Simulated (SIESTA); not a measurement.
Crystal: Ti2O.

```
Ti O
1.0
     4.64955    0.00000    0.00000
     0.00000    2.93771    0.00000
    -0.28470    0.00000    8.19819
Ti O
6 3
Direct
  0.25418 0.00000 0.24325
  0.74582 0.00000 0.75675
  0.74681 0.50000 0.42778
  0.26420 0.50000 0.91546
  0.25319 0.50000 0.57222
  0.73580 0.50000 0.08454
  0.00000 0.00000 0.00000
  0.29143 0.00000 0.74205
  0.70857 0.00000 0.25795
```

The cell comes from a database or a generator and needn't be the stable form of this composition.

```yaml
Program: SIESTA 5.4.2
Task: single point
Functional: PBEsol
Potentials_or_basis: PseudoDojo 0.4 standard (PBEsol files)
Basis: DZP (energy shift 0.003 Ry; two zetas on semicore shells)
Grid_cutoff: 800 Ry
Energy_shift: 0.003 Ry
k_mesh: 6 × 9 × 4
Occupations: fermi-dirac, width 0.05 eV
Spin: no spin polarisation
```

On this cell: pressure -3.0 GPa; largest force 0.078 eV/Å; band gap on the k mesh none (metal or under the smearing width).

The same run follows on a disturbed copy (atoms moved at random, drawn with an rms of 0.05 Å):

```
Ti O
1.0
     4.64955    0.00000    0.00000
     0.00000    2.93771    0.00000
    -0.28470    0.00000    8.19819
Ti O
6 3
Direct
  0.26059 0.01393 0.24106
  0.75125 0.98319 0.75596
  0.73894 0.50541 0.43190
  0.25828 0.50943 0.92000
  0.25983 0.48999 0.57430
  0.73013 0.51745 0.08396
  0.00965 0.00426 0.00063
  0.29887 0.98442 0.74562
  0.70166 0.97744 0.26234
```

Question: What changes?

Answer: The energy (extrapolated to zero smearing) moves by +24.3 meV/atom; pressure -2.0 GPa; largest force 1.694 eV/Å; band gap on the k mesh none (metal or under the smearing width).

Forces in eV/Å, atoms in the order of the input:
```
Ti  -0.514 -0.399  0.134
Ti  -0.113  0.311  0.070
Ti   0.599 -0.747 -0.012
Ti   0.791 -0.602 -0.521
Ti  -0.432 -0.104  0.050
Ti   0.684 -0.993  0.201
O   -1.090  0.302  0.610
O   -0.079  0.580 -0.188
O    0.154  1.651 -0.344
```

Stress tensor (GPa, compression positive):
```
-1.37  0.28 -0.21
 0.28 -1.80 -0.82
-0.21 -0.82 -2.78
```

Caveats: the basis of atomic orbitals isn't converged, which shifts pressures, moduli and gaps; semilocal functionals often make such compounds metallic where correlation or magnetic order opens a gap, which also shifts bond lengths.
